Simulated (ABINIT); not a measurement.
Runs of ABINIT 10.8.3 (patched build) on Al2Cl. It takes space group Fm-3m (No. 225, cubic). The conventional cell has a = 6.317 Å, b = 6.317 Å, c = 6.317 Å, α = 90.00°, β = 90.00°, γ = 90.00°. Al (site symmetry -43m) has 4 Cl at 2.74 Å as nearest neighbours. Around Cl (site symmetry m-3m) lie 8 Al at 2.74 Å. The cell was built by a generator and needn't be a form met in nature.

| task | level | potentials or basis | k mesh | cutoff (eV) | stop of the response cycle (tolvrs) | acoustic sum rule (asr) | bands in the sums | broadening (eV) | scissor shift (eV) | gap on the mesh (eV) | pressure (GPa) |
| --- | --- | --- | --- | --- | --- | --- | --- | --- | --- | --- | --- |
| phonons | RPBE | PseudoDojo NC SR PBE v0.4.1 standard | 4 × 4 × 4, with 4 shifts | 789 | 1e-08 | 1 | - | - | - | - | (a) |
| single point | PBE+D3(BJ) | SG15 NC PBE v1.2 | 5 × 5 × 5 | 952 | - | - | - | - | - | none | (b) |
| optical spectrum | RPBE | SG15 NC PBE v1.2 | 6 × 6 × 6, with 4 shifts | 952 | - | - | 20 | 0.05 | 0 | - | 12.0 |
| single point | RPBE | PseudoDojo NC SR PBE v0.4.1 standard | 5 × 5 × 5 | 789 | - | - | - | - | - | none | 10.8 |
| single point | RPBE | SG15 NC PBE v1.2 | 5 × 5 × 5 | 952 | - | - | - | - | - | none | 11.8 |

Alike in all rows: no spin polarisation; cell as given; smearing fermi-dirac 0.05 eV.

Estimate the missing entries.

(a) 11.0; (b) 8.6.

Caveats: the potentials were made for another functional, which shifts forces and pressure (some runs); an odd number of electrons without spin polarisation forces a metal (some runs); a magnetic or distorted state may lie lower (some runs); the mesh is coarse for a metal's response (some runs); some modes are imaginary (some runs); the cell is more than 3 GPa from zero pressure, which shifts response properties (some runs); pairwise dispersion overbinds metals, which lowers pressure and volume (some runs).

A gap of «none» marks a metal or a gap under the smearing width.

The runs don't all hold the same shells in valence.
